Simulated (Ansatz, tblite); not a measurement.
# The cluster Ge₂S₅−: rung by rung

One table from this session's results is given with a row withheld; the runs are named, their logs left out.

Computed with Ansatz 0.2.0, Gaussian basis. Level: as each input shows.

Plan: GFN1-xTB, GFN2-xTB, PBE-D4/def2-SVP, r2SCAN-D4/def2-SVP, LDA/def2-SVP, BLYP-D4/def2-SVP, CAM-B3LYP-D4/def2-SVP, HF/STO-3G, MP2/def2-SVPD, RPA/def2-SVPD.

7 further runs of the same task are left out: 5 that didn't finish, 2 set aside as unsound or not needed.

**The geometry**

The doublet was relaxed beforehand with B3LYP-D4/def2-SVPD. At that level it is the lowest of the isomers that a small search found.

7 atoms, charge -1, spin multiplicity 2.

Bond lengths: Ge1–S5 2.348 Å, Ge1–S6 2.689 Å, Ge1–S7 2.348 Å, Ge2–S3 2.096 Å, Ge2–S4 2.518 Å, Ge2–S5 2.267 Å, Ge2–S7 2.267 Å, S4–S6 1.997 Å. Angles: S5–Ge1–S6 89.9°, S5–Ge1–S7 89.9°, S6–Ge1–S7 90.0°, S3–Ge2–S4 108.3°, S3–Ge2–S5 127.9°, S3–Ge2–S7 127.9°, S4–Ge2–S5 95.1°, S4–Ge2–S7 95.1°, S5–Ge2–S7 94.1°, Ge2–S4–S6 101.9°, Ge1–S5–Ge2 83.9°, Ge1–S6–S4 102.1°, Ge1–S7–Ge2 83.9°.

Coordinates:

```xyz
7
charge -1, multiplicity 2
Ge   -0.8411   -1.3060    1.5478
Ge    1.0208    0.2264   -0.3798
S     2.5408    1.0948   -1.5319
S    -1.1862    1.1712   -1.1395
S     0.3279   -1.9323   -0.3899
S    -2.4740    0.2291    0.0621
S     0.6119    0.5168    1.8312
```

The ion is computed in the gas phase, without counter-ions or solvent.

PBE0-D4/def2-SVP was run before; its log isn't repeated, and its numbers join the tables.

The first run:

Tight binding, by tblite at 300 K electronic temperature and without a spin-polarisation term:

```python
tblite.interface.Calculator('GFN1-xTB', numbers, positions, charge=-1, uhf=1).singlepoint()
```

Tight binding, by tblite at 300 K electronic temperature and without a spin-polarisation term:

```python
tblite.interface.Calculator('GFN2-xTB', numbers, positions, charge=-1, uhf=1).singlepoint()
```

start.molden holds the orbitals of an earlier run on this state, given as this run's starting guess.

in.yaml reads:

```yaml
crystal:
  periodic: [false, false, false]
  atoms:
    - {symbol: Ge, position_ang: [-0.841111, -1.305962, 1.547777]}
    - {symbol: Ge, position_ang: [1.020787, 0.226405, -0.379771]}
    - {symbol: S, position_ang: [2.540775, 1.094784, -1.531929]}
    - {symbol: S, position_ang: [-1.186248, 1.171198, -1.139520]}
    - {symbol: S, position_ang: [0.327902, -1.932336, -0.389915]}
    - {symbol: S, position_ang: [-2.473995, 0.229102, 0.062118]}
    - {symbol: S, position_ang: [0.611891, 0.516819, 1.831230]}
basis:
  gaussian: {orbitals: def2-SVP, initial_orbitals: start.molden}
total_charge: -1
magnetization: {spin_polarized: true, initial_magnetization: 1}
hamiltonian: {xc: pbe, dispersion: d4}
scf: {omitted_lower_state_checks: [starts]}
output: {forces: true, orbitals: {seedname: orbitals}}
```

On the command line:

```console
$ ansatz run in.yaml --threads 4 --pin off --events-out ev --progress --plain --max-ram 4787MiB
```

Steps of the session up to this table: PBE-D4/def2-SVP; r2SCAN-D4/def2-SVP; LDA/def2-SVP; BLYP-D4/def2-SVP; CAM-B3LYP-D4/def2-SVP; HF/STO-3G; MP2/def2-SVPD; RPA/def2-SVPD.

One of the session's tables, all rows but one given; the rest of the session is left out.

| level | HOMO (eV) | LUMO (eV) | gap (eV) |
| --- | --- | --- | --- |
| HF/STO-3G | 0.73 | 8.29 | 7.57 |
| LDA/def2-SVP | -1.36 | -1.24 | 0.12 |
| PBE-D4/def2-SVP | -1.26 | -1.06 | 0.20 |
| BLYP-D4/def2-SVP | -0.95 | -0.78 | 0.17 |
| r2SCAN-D4/def2-SVP | -1.58 | -1.19 | 0.39 |
| PBE0-D4/def2-SVP | -2.36 | -0.38 | 1.98 |
| CAM-B3LYP-D4/def2-SVP | ? | ? | ? |

Q: Estimate the row for CAM-B3LYP-D4/def2-SVP from the others.

The run gave: HOMO (eV): -3.42; LUMO (eV): 0.85; gap (eV): 4.28. In the column «HOMO (eV)» it is the lowest.
